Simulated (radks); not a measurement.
# Ce⁴⁺ in [Xe]: an all-electron calculation

An exercise on one series of results from a longer session: the logs are not shown, and one member is left open.

Program: radks (a radial shooting solver on a logarithmic mesh, Libxc functionals) version 1. Level of theory: Dirac Kohn-Sham, PBE, spin-unpolarised, spherical densities, finite nucleus. These are calculated values, not measurements, unless marked.

## Starting point

* element: cerium (Z = 58)
* charge: +4
* electrons: 54
* configuration: [Xe]
* nuclear rms radius: 4.8771 fm

The outer shells:

Ce⁴⁺
```
[Kr] core
4d [↑↓][↑↓][↑↓][↑↓][↑↓]
5s [↑↓]
5p [↑↓][↑↓][↑↓]
```

The first run:

Settings of this run:

```text
Z 58
configuration [Xe]
relativity Dirac
functional pbe,pbe
spin unpolarised
j_filling energy
nucleus finite rms 4.8771 fm
c 137.035999084
```

Run with:

```sh
> python run_ks.py task.json out
```

This one command runs every case of the session in turn.

Among the steps run: Self-consistent calculation.

One table of the session follows, with a row left open; its other results are not shown here.

It belongs to the step «Shells». Sizes of the orbitals, from the radial functions (bohr):

| level | <r> | outermost maximum (interpolated) | 90 % within | nodes |
| --- | --- | --- | --- | --- |
| 1s1/2 | 0.02457 | 0.0157 | 0.0443 | 0 |
| 2s1/2 | 0.1048 | 0.0892 | 0.163 | 1 |
| 2p1/2 | 0.08795 | 0.0680 | 0.145 | 0 |
| 2p3/2 | 0.09416 | 0.0732 | 0.153 | 0 |
| 3s1/2 | 0.2783 | 0.255 | 0.409 | 2 |
| 3p1/2 | 0.2681 | 0.242 | 0.403 | 1 |
| 3p3/2 | 0.2802 | 0.253 | 0.420 | 1 |
| 3d3/2 | 0.2514 | 0.203 | 0.394 | 0 |
| 3d5/2 | ? | ? | ? | ? |
| 4s1/2 | 0.6353 | 0.593 | 0.912 | 3 |
| 4p1/2 | 0.6533 | 0.602 | 0.949 | 2 |
| 4p3/2 | 0.6800 | 0.626 | 0.988 | 2 |
| 4d3/2 | 0.7315 | 0.645 | 1.10 | 1 |
| 4d5/2 | 0.7408 | 0.653 | 1.11 | 1 |
| 5s1/2 | 1.460 | 1.35 | 2.08 | 4 |
| 5p1/2 | 1.599 | 1.45 | 2.30 | 3 |
| 5p3/2 | 1.662 | 1.51 | 2.38 | 3 |

**Question.** Estimate the row for 3d5/2.

**Answer.** <r>: 0.2552; outermost maximum (interpolated): 0.207; 90 % within: 0.399; nodes: 0. In the column «<r>» it lies between 3d3/2 (0.2514) and 3p1/2 (0.2681).
